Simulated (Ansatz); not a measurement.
Mg5Te:

```
CELL_PARAMETERS angstrom
2.78886 1.61015 5.28499
-2.78886 1.61015 5.28499
0.00000 -3.22030 5.28499
ATOMIC_POSITIONS crystal
Te 0.50000 0.50000 0.50000
Mg 0.82981 0.82981 0.82981
Mg 0.17019 0.17019 0.17019
Mg 0.00000 0.66845 0.33155
Mg 0.33155 0.00000 0.66845
Mg 0.66845 0.33155 0.00000
```

The cell comes from a database or a generator and needn't be the stable form of this composition.

```yaml
Program: Ansatz 0.2.0
Task: single point
Functional: PBE
Potentials_or_basis: Ansatz PAW
Cutoff: "420 eV (not typed: the program's choice for these potentials)"
k_mesh: 6 × 6 × 6
Occupations: fermi-dirac, width 0.05 eV
Spin: no spin polarisation
```

On this cell: pressure 0.1 GPa; largest force 0.022 eV/Å; band gap on the k mesh none (metal or under the smearing width).

The same run follows on a disturbed copy (atoms moved at random, drawn with an rms of 0.05 Å):

```
Te Mg
1.0
     2.78886    1.61015    5.28499
    -2.78886    1.61015    5.28499
     0.00000   -3.22030    5.28499
Te Mg
1 5
Direct
  0.50498 0.49429 0.50294
  0.82046 0.83757 0.82646
  0.16395 0.18435 0.16079
  0.01569 0.65791 0.34010
  0.33375 0.00104 0.66863
  0.66420 0.32545 0.00792
```

Q: What changes?

A: The energy (extrapolated to zero smearing) moves by +3.5 meV/atom; pressure 0.2 GPa; largest force 0.194 eV/Å; band gap on the k mesh none (metal or under the smearing width).

Forces in eV/Å, atoms in the order of the input:
```
Te  -0.069  0.056  0.068
Mg   0.071 -0.040  0.078
Mg   0.058 -0.094  0.045
Mg  -0.158  0.061 -0.093
Mg   0.037 -0.080 -0.133
Mg   0.062  0.098  0.035
```

Stress tensor (GPa, compression positive):
```
 0.32  0.02  0.03
 0.02 -0.01  0.00
 0.03  0.00  0.20
```
